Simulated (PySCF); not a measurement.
**r2SCAN/pc-0 run of SiHCl3 (trichlorosilane)**

What is the vertical singlet–triplet gap of SiHCl3 (trichlorosilane) at r2SCAN/pc-0? 

The calculation is run with PySCF 2.14.0.

2 further runs of the same task are left out: 2 set aside as unsound or not needed.

### 1 The structure to begin with

SiHCl3: 5 atoms, total charge 0, spin state singlet. As SMILES, `Cl[SiH](Cl)Cl`. Geometry: relaxed at GFN2-xTB.

Bond lengths: Cl1–Si2 2.010 Å, Si2–Cl3 2.011 Å, Si2–Cl4 2.010 Å, Si2–H5 1.451 Å. Angles: Cl1–Si2–Cl3 109.6°, Cl1–Si2–Cl4 109.6°, Cl3–Si2–Cl4 109.6°, Cl1–Si2–H5 109.3°, Cl3–Si2–H5 109.4°, Cl4–Si2–H5 109.3°.

### 2 The energy at r2SCAN/pc-0

calc.py reads:

```python
from pyscf import gto, dft

mol = gto.Mole()
mol.atom = '''
Cl     3.162570    -1.071645     1.673787
Si    -0.150668    -0.022544     0.139443
Cl     0.029499     3.622454    -0.917330
Cl    -0.894899    -2.193216    -2.888031
H     -2.146502    -0.335048     1.992130
'''
mol.verbose = 3
mol.unit = 'bohr'
mol.basis = 'pc-0'
mol.max_memory = 1860
mol.spin = 0
mol.build()

myscf = dft.RKS(mol)
myscf.xc = 'r2scan'
myscf.grids.level = 4
myscf.conv_tol = 1e-10
myscf.kernel()
if not myscf.converged:
    myscf = myscf.newton().run(myscf.mo_coeff, myscf.mo_occ)

etot = myscf.e_tot
print('Final energy', etot)
```

On the command line:

```bash
$ OMP_NUM_THREADS=1 python calc.py
```

What it wrote:

```text
converged SCF energy = -1669.88450727037
Final energy -1669.8845072703684
```

Run time: 9.3 s. Hardware: 1 thread of Arm Neoverse V1, shared host; peak memory 0.31 GiB.

### 3 The triplet at the same level

job.py reads:

```python
from pyscf import gto, dft

mol = gto.M(
    atom='''
Cl       1.673560      -0.567090       0.885730
Si      -0.079730      -0.011930       0.073790
Cl       0.015610       1.916920      -0.485430
Cl      -0.473560      -1.160600      -1.528280
H       -1.135880      -0.177300       1.054190
''',
    verbose=3,
    max_memory=1860,
    basis='pc-0',
    spin=2,
)

myscf = dft.UKS(mol, xc='r2scan')
myscf.conv_tol = 1e-10
myscf.grids.level = 4
myscf.kernel()
if not myscf.converged:
    myscf = myscf.newton().run(myscf.mo_coeff, myscf.mo_occ)

e_tot = myscf.e_tot
print('Final energy', e_tot)
```

On the command line:

```bash
$ OMP_NUM_THREADS=1 python job.py
```

What it wrote:

```text
WARN: HOMO -0.0153392303089924 >= LUMO -0.346313253652085

WARN: HOMO -0.0944329858935762 >= LUMO -0.279636478188774

WARN: HOMO -0.0675205124273434 >= LUMO -0.316265410396071

WARN: HOMO -0.0586821704255293 >= LUMO -0.307390373469818

WARN: HOMO -0.058653123223312 >= LUMO -0.309153163531504

WARN: HOMO -0.0587829053988582 >= LUMO -0.312660657659396

WARN: HOMO -0.0571007531997555 >= LUMO -0.313981989823561

WARN: HOMO -0.0569020187160032 >= LUMO -0.314217485672061

WARN: HOMO -0.0566846712411917 >= LUMO -0.315039826844151

WARN: HOMO -0.0562879220798581 >= LUMO -0.315357120644881

WARN: HOMO -0.0563196338825027 >= LUMO -0.315433987337877

WARN: HOMO -0.0563193360288247 >= LUMO -0.315458947131024

WARN: HOMO -0.0563191131239332 >= LUMO -0.315457756924968

WARN: HOMO -0.0563202387747061 >= LUMO -0.31545869326787

WARN: HOMO -0.0563200319129342 >= LUMO -0.315458524682554

WARN: HOMO -0.0563200407458091 >= LUMO -0.315458513075204

WARN: HOMO -0.0563200260692608 >= LUMO -0.315458515871231

WARN: HOMO -0.0563199462680386 >= LUMO -0.315458502885659

WARN: HOMO -0.0563199356450911 >= LUMO -0.315458761894649

WARN: HOMO -0.0563198257310528 >= LUMO -0.315458547851581

WARN: HOMO -0.056319859878894 >= LUMO -0.315458790088557

WARN: HOMO -0.0563199054200513 >= LUMO -0.315458774259243

WARN: HOMO -0.056319891418095 >= LUMO -0.315458700568175

converged SCF energy = -1669.6217305364  <S^2> = 2.0018368  2S+1 = 3.0012243
Final energy -1669.6217305364044
```

It took 38 s on 1 thread of Arm Neoverse V1, shared host; peak memory 0.34 GiB.

### 4 Outcome

At r2SCAN/pc-0:

| quantity | value |
| --- | --- |
| singlet: total energy | -1669.88451 Eh |
| singlet: dipole moment | 1.85 D |
| singlet: HOMO energy | -8.71 eV |
| singlet: LUMO energy | -1.41 eV |
| singlet: HOMO–LUMO gap | 7.31 eV |
| triplet: total energy | -1669.62173 Eh |
| triplet: dipole moment | 1.22 D |
| triplet: HOMO energy (highest over α and β) | -1.53 eV |
| triplet: ⟨S²⟩ | 2.002 |
| vertical energy of the triplet above the singlet | 7.151 eV |

At this shape the triplet lies 7.15 eV (165 kcal/mol) above the singlet. Mulliken charges (triplet) run from -0.09 on Cl1 to +0.26 on Si2; they depend strongly on the basis.
